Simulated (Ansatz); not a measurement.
# C3H7BFN: the cost of one run

Program: Ansatz 0.2.0. Level of theory: RKS PBE0-D4/6-31G. These are calculated values, not measurements.

### 1 The structure to begin with

Bond lengths: N1–C2 1.517 Å, C2–B3 1.623 Å, B3–C4 1.532 Å, C4–C5 1.364 Å, C5–F6 1.383 Å, N1–H7 1.047 Å, N1–H8 1.030 Å, C2–H9 1.128 Å, C2–H10 1.129 Å, B3–H11 1.153 Å, C4–H12 1.111 Å, C5–H13 1.072 Å. Angles (14 of 18 angles, heavy atoms first): N1–C2–B3 113.3°, C2–B3–C4 119.1°, B3–C4–C5 120.3°, C4–C5–F6 119.4°, N1–C2–H9 110.5°, N1–C2–H10 108.0°, B3–C2–H9 109.3°, B3–C2–H10 110.2°, C2–N1–H7 106.6°, C2–N1–H8 105.0°, C2–B3–H11 118.7°, C4–B3–H11 121.9°, B3–C4–H12 120.4°, C5–C4–H12 118.5°.

Structure file:

```xyz
13

N     1.2665   -2.2215    0.5207
C     0.5775   -0.9412    0.9519
B    -0.0199   -0.0847   -0.2900
C    -0.6357    1.2917   -0.0188
C    -1.1928    2.0079   -1.0368
F    -1.8155    3.2107   -0.7591
H     2.0300   -1.9421   -0.1390
H     0.5586   -2.7352   -0.0238
H    -0.2516   -1.1653    1.6831
H     1.3236   -0.3220    1.5306
H     0.1274   -0.4870   -1.3609
H    -0.7952    1.6402    1.0235
H    -1.1525    1.7135   -2.0667
```

### 2 End point A

The input, input.yaml:

```yaml
crystal:
  periodic: [false, false, false]
  atoms:
    - { symbol: "N", position_ang: [1.2665, -2.2215, 0.5207] }
    - { symbol: C, position_ang: [0.5775, -0.9412, 0.9519] }
    - { symbol: B, position_ang: [-0.0199, -0.0847, -0.29] }
    - { symbol: C, position_ang: [-0.6357, 1.2917, -0.0188] }
    - { symbol: C, position_ang: [-1.1928, 2.0079, -1.0368] }
    - { symbol: F, position_ang: [-1.8155, 3.2107, -0.7591] }
    - { symbol: H, position_ang: [2.03, -1.9421, -0.139] }
    - { symbol: H, position_ang: [0.5586, -2.7352, -0.0238] }
    - { symbol: H, position_ang: [-0.2516, -1.1653, 1.6831] }
    - { symbol: H, position_ang: [1.3236, -0.322, 1.5306] }
    - { symbol: H, position_ang: [0.1274, -0.487, -1.3609] }
    - { symbol: H, position_ang: [-0.7952, 1.6402, 1.0235] }
    - { symbol: H, position_ang: [-1.1525, 1.7135, -2.0667] }
basis:
  gaussian: { orbitals: "6-31G" }
hamiltonian:
  xc: pbe0
  dispersion: d4
relax:
  f_tol: 0.015
  max_steps: 40
```

Run with:

```
$ ansatz run input.yaml --threads 1 --pin off --max-ram 2048MiB --backend cpu --events-out ev --progress --plain --runs-dir out
```

What time and memory should one allow on 1 thread of Arm Neoverse V2, shared host?

About 26 s, with a peak of 0.17 GiB.
